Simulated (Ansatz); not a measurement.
# B+: energies up the ladder

Wanted for B+: energies up the ladder. Charge +1.

Computed with Ansatz 0.2.0 (the levels named in each step, unless a step's input says otherwise).

**1. The system as given**

Structure file:

```xyz
1

B     0.0000    0.0000    0.0000
```

**2. Single point, PBE0/def2-TZVPP**

input.yaml

```yaml
crystal:
  periodic: [false, false, false]
  atoms:
    - { symbol: B, position_ang: [0.0, 0.0, 0.0] }
total_charge: 1
basis:
  gaussian: { orbitals: def2-TZVPP }
hamiltonian:
  xc: pbe0
```

Run with:

```bash
ansatz run input.yaml --threads 1 --pin off --max-ram 2560MiB --backend cpu --events-out ev --progress --plain --runs-dir out
```

Further steps of the session: Single point, PBE/def2-TZVPP; Single point, r2SCAN/def2-TZVPP; Single point, B3LYP/def2-TZVPP; Single point, wB97M-V/def2-TZVPP; Single point, B2PLYP/def2-TZVPP; Single point, LDA/def2-TZVPP; Single point, PBE0/def2-SVP; Single point, PBE/def2-SVP; Single point, CCSD(T)/def2-TZVPP; Single point, CCSD(T)/def2-QZVPP.

**Question.** What will these runs give? Wanted: energy at CCSD(T)/CBS.

As calculated:

| quantity | value |
| --- | --- |
| energy at CCSD(T)/CBS | -661.215 eV |

**Reading.** These totals serve in differences with atoms or fragments at the same level; alone they don't rank the methods.
